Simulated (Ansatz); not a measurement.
**Ir: a tetragonal deformation path**

An exercise on one series of results from a longer session: the logs are not shown, and one member is left open.

Program: Ansatz 0.2.0. Level of theory: DFT PBEsol, scalar-relativistic, plane waves, PAW. These are calculated values, not measurements.

## The starting structure

Symmetry: Fm-3m, No. 225, cubic system. Conventional cell: a = 3.839 Å, b = 3.839 Å, c = 3.839 Å, α = 90.00°, β = 90.00°, γ = 90.00°. Ir (site symmetry m-3m) is surrounded by 12 Ir at 2.71 Å.

As a file:

```cif
data_structure
_symmetry_space_group_name_H-M 'P 1'
_symmetry_Int_Tables_number 1
_cell_length_a 2.7149
_cell_length_b 2.7149
_cell_length_c 2.7149
_cell_angle_alpha 60.000
_cell_angle_beta 60.000
_cell_angle_gamma 60.000
_cell_volume 14.15
loop_
_atom_site_label
_atom_site_type_symbol
_atom_site_fract_x
_atom_site_fract_y
_atom_site_fract_z
_atom_site_occupancy
Ir1 Ir 0.00000 0.00000 0.00000 1
```

No relaxation comes first: the listed cell is the starting point.

## The reference cell

Reference values: F = -11799.0384 eV; pressure -2.63 GPa; largest force 0.000 eV/Å; gap on the mesh none (metal). It was computed beforehand with the settings of the runs below.

The first run:

At fixed volume and fractional coordinates, lengths along (0.000, 0.000, 1.000) are scaled against those across it; ρ is that ratio over its starting value.

File input.yaml:

```yaml
crystal:
  lattice:
    - [0.0, 2.154898871, 1.5235135018]
    - [2.154898871, 0.0, 1.5235135018]
    - [2.154898871, 2.154898871, 0.0]
  atoms:
    - { symbol: Ir, position: [0.0, 0.0, 0.0] }
basis:
  ecutwfc: 420
kpoints:
  mp_grid: { grid: [24, 24, 24] }
hamiltonian:
  xc: pbesol
scf:
  occupations: { method: gaussian, width: 0.15 }
output:
  forces: true
  stress: true
  eigenvalues: true
  write_density: true
  write_potential: true
  elf: true
  volumetric_format: npy
```

Run with:

```console
$ ansatz run input.yaml --threads 1 --pin off --max-ram 2560MiB --backend cpu --events-out ev --progress --plain --runs-dir out
```

Steps of the session up to this table: Point ρ = 0.707; ρ = 1.414; Point ρ = 0.850; ρ = 1.200; Point ρ = 0.780; Point ρ = 1.300; ρ = 0.920; Point ρ = 1.100; ρ = 0.650; Point ρ = 1.500; At ρ = 0.960; At ρ = 1.050.

One of the session's tables, all rows but one given; the rest of the session is left out.

Collected from the runs (energy zero: the undisturbed cell):

| ρ | ΔE (meV/atom) | pressure (GPa) |
| --- | --- | --- |
| 0.650 | 571.6 | 8.6 |
| 0.707 | 688.5 | 10.6 |
| 0.780 | 518.1 | 7.1 |
| 0.850 | 259.1 | 2.3 |
| 0.920 | 74.5 | -1.1 |
| 0.960 | ? | ? |
| 1.000 | 0.0 | -2.6 |
| 1.050 | 27.2 | -2.0 |
| 1.100 | 104.3 | -0.3 |
| 1.200 | 364.3 | 6.3 |
| 1.300 | 703.4 | 16.3 |
| 1.414 | 1150.4 | 31.2 |
| 1.500 | 1522.1 | 44.8 |

Q: Estimate the row for ρ = 0.960 from the others.

Worked estimate for «ΔE (meV/atom)». A straight line through the neighbours (0.920, 74.5) and (1.000, 0.0) gives 74.5 + (0.0 − 74.5) × (0.960 − 0.920) / (1.000 − 0.920) = 37.3; a parabola fitted to 4 rows on both sides gives 19.1.

As computed: ΔE (meV/atom): 18.4; pressure (GPa): -2.3. In «ΔE (meV/atom)» the line misses by +18.9 and the parabola by +0.7.
